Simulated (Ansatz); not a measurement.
# CH4F2SSn: one species, many methods

An exercise on one series of results from a longer session: the logs are not shown, and one member is left open.

Method: functionals in def2-TZVPP, the program's frozen cores in correlated methods; program: Ansatz 0.2.0, Gaussian basis.

Plan: LDA (SPW92), PBE-D4, revPBE-D4, BLYP-D4, r2SCAN-D4, B97M-V, PBE0-D4, B3LYP-D4, r2SCANh-D4, r2SCAN0-D4, HSE06-D4, BHLYP-D4, CAM-B3LYP-D4, LC-ωPBE, ωB97X-V, ωB97M-V, B2PLYP, PBE-QIDH; CCSD(T)/def2-SVP; CCSD(T)/def2-TZVPP; MP2/def2-QZVPP; extrapolation to the limit; RPA on PBE.

## The geometry

All runs share one geometry, relaxed beforehand with PBE0-D4 in a triple-zeta def2 set. Sn takes the def2 core potential; no spin-orbit term is included.

SMILES `C[S][SnH]([F])[F]`, 9 atoms, charge 0, spin multiplicity 1.

Atoms are counted from 1 here; the program's logs count them from 0.

Bond lengths: C1–S2 1.824 Å, C1–H6 1.088 Å, C1–H7 1.088 Å, C1–H8 1.090 Å, S2–Sn3 2.351 Å, Sn3–F4 1.912 Å, Sn3–F5 1.912 Å, Sn3–H9 1.692 Å. Angles: S2–C1–H6 111.0°, S2–C1–H7 111.0°, S2–C1–H8 105.5°, H6–C1–H7 110.6°, H6–C1–H8 109.2°, H7–C1–H8 109.2°, C1–S2–Sn3 98.3°, S2–Sn3–F4 107.7°, S2–Sn3–F5 107.6°, S2–Sn3–H9 120.7°, F4–Sn3–F5 100.2°, F4–Sn3–H9 109.4°, F5–Sn3–H9 109.4°.

The first run:

Input file in.yaml:

```yaml
crystal:
  periodic: [false, false, false]
  atoms:
    - {symbol: C, position_ang: [-1.217136, -0.074010, 1.033613]}
    - {symbol: S, position_ang: [0.035079, 1.237888, 0.843418]}
    - {symbol: Sn, position_ang: [1.267965, 0.279979, -0.914400]}
    - {symbol: F, position_ang: [1.769836, -1.484856, -0.377120]}
    - {symbol: F, position_ang: [0.043053, -0.131938, -2.323356]}
    - {symbol: H, position_ang: [-1.802056, -0.190606, 0.123198]}
    - {symbol: H, position_ang: [-0.754168, -1.018059, 1.314694]}
    - {symbol: H, position_ang: [-1.869913, 0.259942, 1.839582]}
    - {symbol: H, position_ang: [2.615840, 1.075357, -1.556729]}
basis:
  gaussian: {orbitals: def2-TZVPP}
hamiltonian: {xc: lda}
output: {orbitals: {seedname: orbitals}}
```

Started as:

```bash
ansatz run in.yaml --threads 2 --pin off --events-out ev --progress --plain --max-ram 32768MiB --backend cpu
```

Among the steps run: LDA; PBE-D4 (GGA); revPBE-D4 (GGA); BLYP-D4 (GGA); r2SCAN-D4 (meta-GGA); B97M-V (meta-GGA); B3LYP-D4 (hybrid); r2SCANh-D4 (hybrid); r2SCAN0-D4 (hybrid); HSE06-D4 (hybrid); BHLYP-D4 (hybrid); CAM-B3LYP-D4 (range-separated); LC-ωPBE (range-separated); ωB97X-V (range-separated); ωB97M-V (range-separated); B2PLYP (double hybrid); PBE-QIDH (double hybrid).

One of the session's tables, all rows but one given; the rest of the session is left out.

It belongs to the step «Orbital energies across the functionals». 

```
  functional  HOMO (eV)  LUMO (eV)  gap (eV)
 LDA (SPW92)          ?          ?         ?
      PBE-D4      -6.41      -2.49      3.93
   revPBE-D4      -6.36      -2.37      3.98
     BLYP-D4      -6.27      -2.45      3.81
   r2SCAN-D4      -6.69      -2.24      4.45
      B97M-V      -6.77      -2.25      4.53
     PBE0-D4      -7.67      -1.54      6.13
    B3LYP-D4      -7.44      -1.87      5.56
  r2SCANh-D4      -7.15      -1.90      5.25
  r2SCAN0-D4      -7.85      -1.39      6.46
    HSE06-D4      -7.27      -1.91      5.36
    BHLYP-D4      -8.80      -0.58      8.22
CAM-B3LYP-D4      -9.01      -0.55      8.46
     LC-ωPBE     -10.40       0.74     11.14
     ωB97X-V     -10.04       0.61     10.65
     ωB97M-V      -9.88       0.44     10.32
```

Estimate the missing values for LDA (SPW92).

The run gave: HOMO (eV): -6.54; LUMO (eV): -2.78; gap (eV): 3.76. In the column «HOMO (eV)» it lies between r2SCAN-D4 (-6.69) and PBE-D4 (-6.41).
